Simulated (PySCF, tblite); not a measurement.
# C4H4B2FOS radical: geometry, infrared bands and EPR parameters

What infrared bands and EPR parameters should C4H4B2FOS radical (`BOB(F)c1c[c]cs1`) show?

Computed with tblite 0.8.0 and PySCF 2.14.0, with density-fitted response routines of our own, on a single molecule in the gas phase. Atoms count from 0, in the outputs and in this text.

### Step 1. Starting geometry

13 atoms, charge 0, multiplicity 2; geometry from: force field or distance geometry start.

Bonds of the start (Å): B0–O1 1.46, O1–B2 1.48, B2–F3 1.44, B2–C4 1.56, C4–C5 1.39, C5–C6 1.41, C6–C7 1.39, C7–S8 1.69, S8–C4 1.68, B0–H9 1.18, B0–H10 1.19, C5–H11 1.08, C7–H12 1.07.

### Step 2. Optimising the geometry with GFN2-xTB

The job: settings as JSON, then the geometry in Å.

```
{"job": {"kind": "relax", "xc": "GFN2-xTB", "basis": "xTB"}, "charge": 0, "multiplicity": 2}
B     -2.679200     0.319000     0.334400
O     -2.020400    -0.135300    -0.890000
B     -0.903800    -0.994100    -0.422300
F     -1.130300    -2.401700    -0.256300
C      0.521700    -0.397100    -0.229800
C      0.889600     0.929000    -0.425800
C      2.253200     1.175700    -0.182000
C      2.952700     0.034700     0.205800
S      1.882800    -1.270800     0.232600
H     -2.367300     1.338600     0.845900
H     -3.601500    -0.290100     0.776000
H      0.202800     1.704300    -0.726100
H      3.995500    -0.011800     0.448400
```

Command:

```console
OMP_NUM_THREADS=1 python probes_run.py task.json out
```

This one command runs all jobs of the session in turn.

The log of the run:

```text
step      E/eV     max force
  0    -682.17206    4.354
  1    -682.77049    3.042
  2    -683.03875    1.538
  3    -683.09942    1.001
  4    -683.16545    0.568
  5    -683.18134    0.497
  6    -683.21312    0.464
  7    -683.23648    0.583
  8    -683.26430    0.470
  9    -683.29205    0.574
 10    -683.33046    0.591
 11    -683.37318    0.594
 12    -683.41315    0.600
 13    -683.44065    0.412
 14    -683.46078    0.359
 15    -683.47460    0.307
 16    -683.48336    0.233
 17    -683.49008    0.340
 18    -683.49584    0.228
 19    -683.50104    0.207
 20    -683.50671    0.158
 21    -683.51174    0.179
 22    -683.51812    0.188
 23    -683.52278    0.198
 24    -683.52715    0.169
 25    -683.53278    0.203
 26    -683.54216    0.302
 27    -683.55715    0.412
 28    -683.57550    0.444
 29    -683.59263    0.285
 30    -683.60158    0.247
 31    -683.60646    0.283
 32    -683.61197    0.217
 33    -683.62017    0.169
 34    -683.62408    0.192
 35    -683.62801    0.137
 36    -683.63021    0.116
 37    -683.63239    0.110
 38    -683.63487    0.133
 39    -683.63838    0.160
 40    -683.64283    0.169
 41    -683.64843    0.198
 42    -683.65601    0.252
 43    -683.66804    0.422
 44    -683.68732    0.606
 45    -683.71389    0.668
 46    -683.74386    0.417
 47    -683.75144    0.803
 48    -683.77174    0.599
 49    -683.78826    0.214
 50    -683.79633    0.245
 51    -683.81193    0.285
 52    -683.82696    0.260
 53    -683.83530    0.220
 54    -683.84095    0.177
 55    -683.84452    0.150
 56    -683.84853    0.138
 57    -683.85705    0.173
 58    -683.86249    0.206
 59    -683.87215    0.275
 60    -683.88550    0.304
 61    -683.90519    0.342
 62    -683.91732    0.308
 63    -683.92332    0.688
 64    -683.93708    0.296
 65    -683.94377    0.228
 66    -683.95248    0.178
 67    -683.96444    0.213
 68    -683.96838    0.161
 69    -683.97197    0.161
 70    -683.97454    0.121
 71    -683.97654    0.141
 72    -683.97818    0.142
 73    -683.97993    0.090
 74    -683.98215    0.098
 75    -683.98326    0.086
 76    -683.98512    0.089
 77    -683.98684    0.106
 78    -683.98898    0.133
 79    -683.99125    0.148
 80    -683.99338    0.107
 81    -683.99484    0.085
 82    -683.99588    0.075
 83    -683.99692    0.075
 84    -683.99806    0.079
 85    -683.99911    0.096
 86    -683.99992    0.089
 87    -684.00066    0.094
 88    -684.00137    0.079
 89    -684.00227    0.076
 90    -684.00305    0.080
 91    -684.00414    0.078
 92    -684.00539    0.093
 93    -684.00686    0.111
 94    -684.00832    0.107
 95    -684.01008    0.121
 96    -684.01191    0.120
 97    -684.01420    0.114
 98    -684.01568    0.089
 99    -684.01666    0.077
100    -684.01718    0.045
101    -684.01755    0.036
102    -684.01766    0.023
103    -684.01772    0.019
104    -684.01778    0.019
105    -684.01785    0.018
106    -684.01791    0.020
107    -684.01798    0.025
108    -684.01809    0.028
109    -684.01826    0.037
110    -684.01852    0.041
111    -684.01886    0.042
112    -684.01917    0.042
113    -684.01940    0.041
114    -684.01957    0.037
115    -684.01972    0.034
116    -684.01990    0.033
117    -684.02010    0.038
118    -684.02034    0.047
119    -684.02068    0.056
120    -684.02122    0.065
121    -684.02203    0.069
122    -684.02296    0.077
123    -684.02331    0.050
124    -684.02382    0.050
125    -684.02401    0.035
126    -684.02411    0.013
127    -684.02415    0.018
128    -684.02416    0.006
```

It took 0.75 s on 1 thread of Arm Neoverse V2, shared host.

Along the way: (not every step is listed)

```
step  energy from step 0 (eV)  largest force (eV/Å)
   0                   0.0000                4.3537
   1                  -0.5984                3.0423
   2                  -0.8667                1.5377
   3                  -0.9274                1.0014
   4                  -0.9934                0.5681
   5                  -1.0093                0.4966
   6                  -1.0411                0.4636
   7                  -1.0644                0.5832
   8                  -1.0922                0.4701
  19                  -1.3290                0.2074
  30                  -1.4295                0.2470
  41                  -1.4764                0.1982
  52                  -1.6549                0.2603
  63                  -1.7513                0.6884
  74                  -1.8101                0.0982
  85                  -1.8270                0.0959
  96                  -1.8398                0.1201
 107                  -1.8459                0.0250
 118                  -1.8483                0.0472
 123                  -1.8513                0.0501
 124                  -1.8518                0.0504
 125                  -1.8519                0.0351
 126                  -1.8520                0.0129
 127                  -1.8521                0.0184
 128                  -1.8521                0.0059
```

Close pairs (by a distance rule), those that changed most:

```
  bond  before (Å)  after (Å)  change (Å)
 O1–B2       1.484      1.307      -0.177
 B0–O1       1.463      1.303      -0.160
 B2–F3       1.435      1.346      -0.089
 C4–S8       1.682      1.747      +0.065
 C7–S8       1.688      1.750      +0.062
 C6–C7       1.393      1.332      -0.062
 C5–C6       1.407      1.391      -0.016
B0–H10       1.190      1.179      -0.012
```

The final coordinates are the input of the step that follows.

### Step 3. Vibrational analysis with GFN2-xTB

The job: settings as JSON, then the geometry in Å.

```
{"job": {"kind": "ir", "xc": "GFN2-xTB", "basis": "xTB"}, "charge": 0, "multiplicity": 2}
B     -2.981667     0.336147     0.194573
O     -1.872462    -0.341329     0.105939
B     -0.770813    -1.039310     0.019013
F     -0.884561    -2.380554     0.012051
C      0.638987    -0.393933    -0.073967
C      0.942059     0.950812    -0.074043
C      2.314763     1.155095    -0.170310
C      3.094715     0.078223    -0.244382
S      2.092610    -1.355996    -0.195175
H     -3.391840     0.632427     1.258906
H     -3.542177     0.655131    -0.791831
H      0.199448     1.723992    -0.007644
H      4.156549    -0.020218    -0.322410
```

The log of the run:

```text
mode    cm-1     km/mol
  1      40.8      0.20
  2      72.8      0.07
  3     110.4      0.89
  4     141.8      1.28
  5     155.1      0.01
  6     320.3      0.01
  7     325.1      3.80
  8     347.9      5.80
  9     388.6      4.49
 10     487.1      5.41
 11     520.3     22.38
 12     557.6     56.18
 13     637.8      5.36
 14     696.7     11.94
 15     730.2     14.05
 16     744.5     15.27
 17     810.5      2.12
 18     885.9    107.83
 19     906.5     12.64
 20     948.3     52.36
 21    1047.3      3.01
 22    1104.6     76.16
 23    1124.3    106.14
 24    1171.8    294.63
 25    1249.0      0.08
 26    1295.9      5.15
 27    1402.5    114.76
 28    1526.2     25.81
 29    1579.6    670.74
 30    2550.2    181.77
 31    2565.1    157.11
 32    3139.0     10.29
 33    3186.0      0.10
```

Run time: 0.36 s. Hardware: 1 thread of Arm Neoverse V2, shared host.

Which atoms move in the most intense modes:

```
cm⁻¹  km/mol                                 atoms
 886   107.8            H10 36 %, H9 36 %, B0 26 %
1105    76.2                     H11 51 %, B2 11 %
1124   106.1  B2 27 %, H11 15 %, H9 14 %, H10 14 %
1172   294.6             B2 54 %, C4 21 %, F3 13 %
1402   114.8                      C4 44 %, C5 40 %
1580   670.7             O1 57 %, B2 21 %, B0 21 %
2550   181.8                     H10 50 %, H9 47 %
2565   157.1            H9 46 %, H10 43 %, B0 11 %
```

### Step 4. EPR parameters: B3LYP/pcH-1

The job, as its differences from that of step 3:

```diff
@@ -1,2 +1,2 @@
-{"job": {"kind": "ir", "xc": "GFN2-xTB", "basis": "xTB"}, "charge": 0, "multiplicity": 2}
+{"job": {"kind": "epr", "basis": "pcH-1"}, "charge": 0, "multiplicity": 2}
 B     -2.981667     0.336147     0.194573
```

With the program's defaults for keys left out, this is: UKS B3LYP, pcH-1 on B C F H O S, non-relativistic, mean-field spin-orbit, GIAO.

The log of the run:

```text
UKS, coarse grid
  cycle   1  E = -777.75443913  |g| = 5.96e-01
  cycle   2  E = -777.57249150  |g| = 9.38e-01
  cycle   3  E = -777.86892795  |g| = 9.44e-02
  cycle   4  E = -777.87144168  |g| = 6.42e-02
  cycle   5  E = -777.87287499  |g| = 1.18e-02
  cycle   6  E = -777.87293154  |g| = 7.06e-03
  cycle   7  E = -777.87296256  |g| = 2.84e-03
  cycle   8  E = -777.87297053  |g| = 1.30e-03
  cycle   9  E = -777.87297367  |g| = 7.69e-04
UKS, final grid
  cycle   1  E = -777.87298246  |g| = 1.36e-03
  cycle   2  E = -777.87297915  |g| = 2.85e-03
  cycle   3  E = -777.87298374  |g| = 2.19e-04
  cycle   4  E = -777.87298380  |g| = 1.57e-04
  cycle   5  E = -777.87298389  |g| = 8.48e-05
  cycle   6  E = -777.87298390  |g| = 2.75e-05
E = -777.87298390 Eh   <S^2> = 0.7568 (exact 0.7500)
g shifts (ppm)      1          2          3
  rmc          -174       -174       -174
  gc             22        -20         11
  oz_so       -2642      -1026         70
  total       -2794      -1220        -93
hyperfine (MHz)  atom isotope    a_iso     a_fc   dipolar eigenvalues
    0   11B      -0.07      -0.07     -0.16     -0.15      0.31
    1   17O       0.02       0.02     -0.11     -0.08      0.19
    2   11B       6.03       6.03     -0.80     -0.69      1.49
    3   19F      21.28      21.32     -7.59     -7.49     15.09
    4   13C      55.64      55.67     -4.42     -1.54      5.96
    5   13C      41.97      41.92    -10.67     -2.93     13.60
    6   13C     420.02     420.47    -76.96    -61.41    138.37
    7   13C      52.37      52.41    -13.93     -2.25     16.18
    8   33S       4.84       4.83    -12.19    -11.51     23.70
    9    1H       0.14       0.14     -0.38     -0.33      0.72
   10    1H       0.13       0.13     -0.38     -0.33      0.71
   11    1H      21.06      21.06     -6.31     -5.15     11.47
   12    1H      33.71      33.73     -5.51     -4.63     10.14
```

Run time: 97 s. Hardware: 1 thread of Arm Neoverse V2, shared host; peak memory 0.97 GiB.

Principal g values 1.99953, 2.00110, 2.00223; g(iso) = 2.00095, against 2.00232 for a free electron.

Hyperfine couplings; where a row names several nuclei, a(iso) is their mean (it holds for fast rotation or exchange) and the dipolar term the largest among them:

```
 nuclei  isotope  a(iso) (MHz)  a(iso) (G, at g = 2.0023)  largest dipolar term (MHz)
     C6      13C         420.0                      149.9                       138.4
     C4      13C          55.6                       19.9                         6.0
     C7      13C          52.4                       18.7                        16.2
     C5      13C          42.0                       15.0                        13.6
    H12       1H          33.7                       12.0                        10.1
     F3      19F          21.3                        7.6                        15.1
    H11       1H          21.1                        7.5                        11.5
     B2      11B           6.0                        2.2                         1.5
     S8      33S           4.8                        1.7                        23.7
H9, H10       1H           0.1                        0.0                         0.7
     B0      11B          -0.1                        0.0                         0.3
     O1      17O           0.0                        0.0                         0.2
```

Mulliken spin populations:

B0 0.00; O1 0.00; B2 0.00; F3 0.00; C4 0.05; C5 -0.04; C6 0.97; C7 -0.10; S8 0.09; H9 0.00; H10 0.00; H11 0.01; H12 0.01

In first order the couplings over 0.8 MHz of 1H, 19F, 11B give 32 distinct lines over 33.6 G, if the averaged nuclei exchange fast.

Orbitals, density, ELF and potential are computed afterwards from the orbital file.

ELF in a plane through or near 11 of the atoms.

Ten even steps from '0' (0.00) to '9' (1.00):
```
0000000000000000000000000000
0000000000000000000000000000
0000000000000000000000000000
0000000022200135420000000000
0000000267610378851000000000
0000001599840385751000000000
0000001585550158710000000000
0000000318674533134410000000
0002884582482883668720000000
0007999376353382726601100000
0007999255169611687344200000
0003996583624510264025200000
0000001537743991011132100000
0000002798738997000000000000
0000003788505997000000000000
0000001465100560000000000000
0000000011000000000000000000
0000000000000000000000000000
0000000000000000000000000000
0000000000000000000000000000
```
The map spans 13.5 Å across and 10.0 Å up, centred on the molecule. Atoms in the plane (x, y in Å): B0 (3.0, -0.3), O1 (1.9, 0.4), B2 (0.8, 1.1), F3 (0.8, 2.4), C4 (-0.6, 0.4), C5 (-0.9, -1.0), C6 (-2.3, -1.2), C7 (-3.1, -0.1), S8 (-2.1, 1.3), H11 (-0.2, -1.7), H12 (-4.2, 0.0).

On the surface of density 0.002 e/bohr³ the electrostatic potential runs, from the 1st to the 99th percentile, from -0.82 V near F3 to 1.50 V near B0.

The spin density lies nearest to C6 75 %; S8 8 %; C7 6 % (beta excess).

### Step 5. What came out

```
                                 quantity                  value
strongest single infrared mode (GFN2-xTB)  1580 cm⁻¹, 671 km/mol
             zero-point energy (GFN2-xTB)          46.8 kcal/mol
                           g(iso) (B3LYP)                2.00095
                                     ⟨S²⟩     0.757 (exact 0.75)
       largest a(iso) (averaged by class)   13C on C6, 420.0 MHz
    surface potential, 1st and 99th percentile     -0.82 V and 1.50 V
```

**Reading.** Over 128 steps the energy fell by 1.852 eV; of the close pairs, O1–B2 changed most, 1.484 to 1.307 Å. No mode is imaginary among the 33: a minimum at this level. The strongest single mode, at 1580 cm⁻¹, moves mainly O1. Unscaled tight-binding wavenumbers are off by several per cent, some by more. Its intensities can rank the bands wrongly. C6 carries the largest spin population, 0.97 e. The isotropic g lies 1.4 ppt below the free-electron value.
